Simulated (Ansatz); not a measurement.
# Zn16AsO15: the cost of one run

Method: DFT, PBE, plane-wave PAW, default files, scalar-relativistic, as far as a step names no other, in Ansatz 0.2.0.

## Step 1: The starting structure

Symmetry: P3m1, No. 156, trigonal system. Conventional cell: a = 6.499 Å, b = 6.499 Å, c = 10.411 Å, α = 90.00°, β = 90.00°, γ = 120.00°. Zn (site symmetry m) is surrounded by 3 O at 1.97 to 1.98 Å and 1 As at 1.98 Å. Zn (site symmetry m) has 4 O at 1.97 to 1.98 Å as nearest neighbours. Around Zn (site symmetry 3m) lie 4 O at 1.97 to 1.98 Å. Around Zn (site symmetry 3m) lie 1 As at 1.97 Å and 3 O at 1.98 Å. Only part of the 16 independent sites is listed.

Coordinates:

```cif
data_structure
_symmetry_space_group_name_H-M 'P3m1'
_symmetry_Int_Tables_number 156
_cell_length_a 6.4986
_cell_length_b 6.4986
_cell_length_c 10.4114
_cell_angle_alpha 90.000
_cell_angle_beta 90.000
_cell_angle_gamma 120.000
_cell_volume 380.79
loop_
_atom_site_label
_atom_site_type_symbol
_atom_site_symmetry_multiplicity
_atom_site_Wyckoff_symbol
_atom_site_fract_x
_atom_site_fract_y
_atom_site_fract_z
_atom_site_occupancy
Zn1 Zn 3 d 0.83333 0.16667 0.25000 1
Zn2 Zn 3 d 0.83333 0.16667 0.75000 1
Zn3 Zn 1 b 0.33333 0.66667 0.25000 1
Zn4 Zn 1 b 0.33333 0.66667 0.75000 1
Zn5 Zn 1 a 0.00000 0.00000 0.00000 1
Zn6 Zn 1 a 0.00000 0.00000 0.50000 1
Zn7 Zn 3 d 0.00000 0.50000 0.00000 1
Zn8 Zn 3 d 0.00000 0.50000 0.50000 1
As1 As 1 a 0.00000 0.00000 0.18951 1
O1 O 1 a 0.00000 0.00000 0.68951 1
O2 O 3 d 0.00000 0.50000 0.18951 1
O3 O 3 d 0.00000 0.50000 0.68951 1
O4 O 3 d 0.83333 0.16667 0.43951 1
O5 O 3 d 0.83333 0.16667 0.93951 1
O6 O 1 b 0.33333 0.66667 0.43951 1
O7 O 1 b 0.33333 0.66667 0.93951 1
```

Atom 17 of the input is the impurity.

## Step 2: Single point at the given positions

Contents of input.yaml:

```yaml
crystal:
  lattice:
    - [6.498616, 0.0, 0.0]
    - [-3.249308, 5.6279665454, 0.0]
    - [0.0, 0.0, 10.411418]
  atoms:
    - { symbol: Zn, position: [0.1666666666, 0.3333333334, 0.25] }
    - { symbol: Zn, position: [0.1666666666, 0.3333333334, 0.75] }
    - { symbol: Zn, position: [0.1666666666, 0.8333333334, 0.25] }
    - { symbol: Zn, position: [0.1666666666, 0.8333333334, 0.75] }
    - { symbol: Zn, position: [0.6666666666, 0.3333333334, 0.25] }
    - { symbol: Zn, position: [0.6666666666, 0.3333333334, 0.75] }
    - { symbol: Zn, position: [0.6666666666, 0.8333333334, 0.25] }
    - { symbol: Zn, position: [0.6666666666, 0.8333333334, 0.75] }
    - { symbol: Zn, position: [0.3333333334, 0.1666666666, 0.0] }
    - { symbol: Zn, position: [0.3333333334, 0.1666666666, 0.5] }
    - { symbol: Zn, position: [0.3333333334, 0.6666666666, 0.0] }
    - { symbol: Zn, position: [0.3333333334, 0.6666666666, 0.5] }
    - { symbol: Zn, position: [0.8333333334, 0.1666666666, 0.0] }
    - { symbol: Zn, position: [0.8333333334, 0.1666666666, 0.5] }
    - { symbol: Zn, position: [0.8333333334, 0.6666666666, 0.0] }
    - { symbol: Zn, position: [0.8333333334, 0.6666666666, 0.5] }
    - { symbol: As, position: [0.3333333334, 0.1666666666, 0.189505] }
    - { symbol: O, position: [0.3333333334, 0.1666666666, 0.689505] }
    - { symbol: O, position: [0.3333333334, 0.6666666666, 0.189505] }
    - { symbol: O, position: [0.3333333334, 0.6666666666, 0.689505] }
    - { symbol: O, position: [0.8333333334, 0.1666666666, 0.189505] }
    - { symbol: O, position: [0.8333333334, 0.1666666666, 0.689505] }
    - { symbol: O, position: [0.8333333334, 0.6666666666, 0.189505] }
    - { symbol: O, position: [0.8333333334, 0.6666666666, 0.689505] }
    - { symbol: O, position: [0.1666666666, 0.3333333334, 0.439505] }
    - { symbol: O, position: [0.1666666666, 0.3333333334, 0.939505] }
    - { symbol: O, position: [0.1666666666, 0.8333333334, 0.439505] }
    - { symbol: O, position: [0.1666666666, 0.8333333334, 0.939505] }
    - { symbol: O, position: [0.6666666666, 0.3333333334, 0.439505] }
    - { symbol: O, position: [0.6666666666, 0.3333333334, 0.939505] }
    - { symbol: O, position: [0.6666666666, 0.8333333334, 0.439505] }
    - { symbol: O, position: [0.6666666666, 0.8333333334, 0.939505] }
total_charge: -1
kpoints:
  mp_grid: { grid: [3, 3, 2] }
scf:
  occupations: { method: fermi_dirac, width: 0.01 }
hamiltonian:
  xc: pbe
  pseudopotentials: { kind: paw }
output:
  forces: true
  stress: true
  populations: true
  efg:
    quadrupole_moments_barn: { Zn: 0.122, As: 0.311, O: -0.02558 }
    contact_densities: true
```

Started as:

```
$ ansatz run input.yaml --threads 1 --pin off --max-ram 3072MiB --backend cpu --events-out ev --progress --plain --runs-dir out
```

**Question.** How long does this run take on 1 thread of Arm Neoverse V2, shared host, and how much memory does it need?

About 1.7 min, with a peak of 0.9 GiB.
